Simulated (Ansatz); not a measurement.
# InF: equation of state

The task here is to estimate one member of a computed series from the others.

Computed with Ansatz 0.2.0 (DFT PBE, scalar-relativistic, unless a step's input says otherwise).

### Starting point

Symmetry: F-43m, No. 216, cubic system. The conventional cell has a = 6.009 Å, b = 6.009 Å, c = 6.009 Å, α = 90.00°, β = 90.00°, γ = 90.00°. In (site symmetry -43m) has 4 F at 2.60 Å as nearest neighbours. F (site symmetry -43m) is surrounded by 4 In at 2.60 Å.

Structure file:

```cif
data_structure
_symmetry_space_group_name_H-M 'P 1'
_symmetry_Int_Tables_number 1
_cell_length_a 4.2490
_cell_length_b 4.2490
_cell_length_c 4.2490
_cell_angle_alpha 60.000
_cell_angle_beta 60.000
_cell_angle_gamma 60.000
_cell_volume 54.24
loop_
_atom_site_label
_atom_site_type_symbol
_atom_site_fract_x
_atom_site_fract_y
_atom_site_fract_z
_atom_site_occupancy
In1 In 0.00000 0.00000 0.00000 1
F1 F 0.25000 0.25000 0.25000 1
```

The structure (zincblende type) was typed from a prototype and relaxed by PAW; whether it is the ground state wasn't tested.

Atoms are numbered in the order of the input: In1, F2.

Set-up of the first run:

The input, input.yaml:

```yaml
crystal:
  lattice:
    - [0.0, 2.9436742648, 2.9436742648]
    - [2.9436742648, 0.0, 2.9436742648]
    - [2.9436742648, 2.9436742648, 0.0]
  atoms:
    - { symbol: In, position: [0.0, 0.0, 0.0] }
    - { symbol: F, position: [0.25, 0.25, 0.25] }
kpoints:
  mp_grid: { grid: [13, 13, 13] }
scf:
  occupations: { method: fermi_dirac, width: 0.05 }
hamiltonian:
  xc: pbe
  pseudopotentials: { kind: all_electron, lapw: { basis_error: 0.0005 } }
output:
  forces: true
  stress: true
  eigenvalues: true
```

The run is started by

```sh
> ansatz run input.yaml --threads 1 --pin off --max-ram 2048MiB --backend cpu --events-out ev --progress --plain --runs-dir out
```

Steps of the session up to this table: Volume × 0.9405, LAPW; Volume × 0.9405, PAW; Volume × 0.9405, crystal datasets; Volume × 0.97, LAPW; Volume × 0.97, PAW; Volume × 1.03, LAPW; Volume × 1.03, PAW; Volume × 1.06, LAPW; Volume × 1.06, PAW; Volume × 1.06, crystal datasets.

One table of the session follows, with a row left open; its other results are not shown here.

```
          method  volume (Å³/atom)  gap on the k mesh (eV)
            LAPW            25.508                    1.66
            LAPW            26.308                       ?
            LAPW            27.121                    1.92
            LAPW            27.935                    2.04
            LAPW            28.749                    2.14
             PAW            25.508                    1.66
             PAW            26.308                    1.80
             PAW            27.121                    1.92
             PAW            27.935                    2.04
             PAW            28.749                    2.15
crystal datasets            25.508                    1.66
crystal datasets            27.121                    1.92
crystal datasets            28.749                    2.14
```

Estimate the missing values for LAPW, 26.308.

As computed: gap on the k mesh (eV): 1.79. In the column «gap on the k mesh (eV)» it lies between crystal datasets, 25.508 (1.66) and PAW, 26.308 (1.80).

To keep in mind: Warnings in the runs' records: gradients without spin orbit, crystal datasets made.
